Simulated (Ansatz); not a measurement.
**CH₆B₂BrN: how energies converge with the basis set**

An exercise on one series of results from a longer session: the logs are not shown, and one member is left open.

Method: one geometry, several basis sets; program: Ansatz 0.2.0, Gaussian basis.

Plan: PBE0-D4/def2-SVP; ωB97M-V/def2-SVP; PBE0-D4/def2-QZVPP; ωB97M-V/def2-QZVPP; the functionals' def2-TZVPP values are taken from earlier runs.

## Structure used throughout

An earlier PBE0-D4 in a triple-zeta def2 set relaxation fixed the geometry.

11 atoms, charge 0, spin multiplicity 1.

Atoms are counted from 1 here; the program's logs count them from 0.

Bond lengths: C1–B2 1.559 Å, C1–H6 1.103 Å, C1–H7 1.093 Å, C1–H8 1.091 Å, B2–B3 1.672 Å, B2–H9 1.204 Å, B3–N4 1.383 Å, B3–Br5 1.965 Å, N4–H10 1.007 Å, N4–H11 1.006 Å. Angles: B2–C1–H6 104.4°, B2–C1–H7 113.8°, B2–C1–H8 115.9°, H6–C1–H7 105.1°, H6–C1–H8 106.9°, H7–C1–H8 109.9°, C1–B2–B3 123.9°, C1–B2–H9 117.6°, B3–B2–H9 118.4°, B2–B3–N4 134.1°, B2–B3–Br5 108.4°, N4–B3–Br5 117.5°, B3–N4–H10 123.1°, B3–N4–H11 122.6°, H10–N4–H11 114.3°.

The first run:

in.yaml reads:

```yaml
crystal:
  periodic: [false, false, false]
  atoms:
    - {symbol: C, position_ang: [-0.743404, 0.753069, -1.446055]}
    - {symbol: B, position_ang: [-0.847561, 0.147972, -0.013273]}
    - {symbol: B, position_ang: [0.471564, -0.172513, 0.962226]}
    - {symbol: N, position_ang: [1.291533, -1.272125, 1.140935]}
    - {symbol: Br, position_ang: [0.848352, 1.426550, 2.040098]}
    - {symbol: H, position_ang: [-0.919187, -0.103735, -2.118657]}
    - {symbol: H, position_ang: [-1.536398, 1.467332, -1.681129]}
    - {symbol: H, position_ang: [0.226314, 1.174005, -1.715608]}
    - {symbol: H, position_ang: [-1.948695, -0.060560, 0.425639]}
    - {symbol: H, position_ang: [2.057969, -1.286627, 1.793797]}
    - {symbol: H, position_ang: [1.164713, -2.130568, 0.632729]}
basis:
  gaussian: {orbitals: def2-SVP}
hamiltonian: {xc: pbe0, dispersion: d4}
output: {orbitals: {seedname: orbitals}}
```

Launch:

```console
ansatz run in.yaml --threads 4 --pin off --events-out ev --progress --plain --max-ram 10444MiB
```

Among the steps run: PBE0-D4 in def2-SVP; ωB97M-V in def2-SVP; PBE0-D4 in def2-QZVPP; ωB97M-V in def2-QZVPP.

One table of the session follows, with a row left open; its other results are not shown here.

It belongs to the step «Functionals by basis». 

| functional | basis | HOMO (eV) |
| --- | --- | --- |
| PBE0-D4 | def2-SVP | -7.41 |
| PBE0-D4 | def2-TZVPP | -7.57 |
| PBE0-D4 | def2-QZVPP | -7.59 |
| ωB97M-V | def2-SVP | -9.57 |
| ωB97M-V | def2-TZVPP | ? |
| ωB97M-V | def2-QZVPP | -9.78 |

**Question.** Estimate the row for ωB97M-V, def2-TZVPP.

**Answer.** HOMO (eV): -9.76. In the column «HOMO (eV)» it lies between ωB97M-V, def2-QZVPP (-9.78) and ωB97M-V, def2-SVP (-9.57).
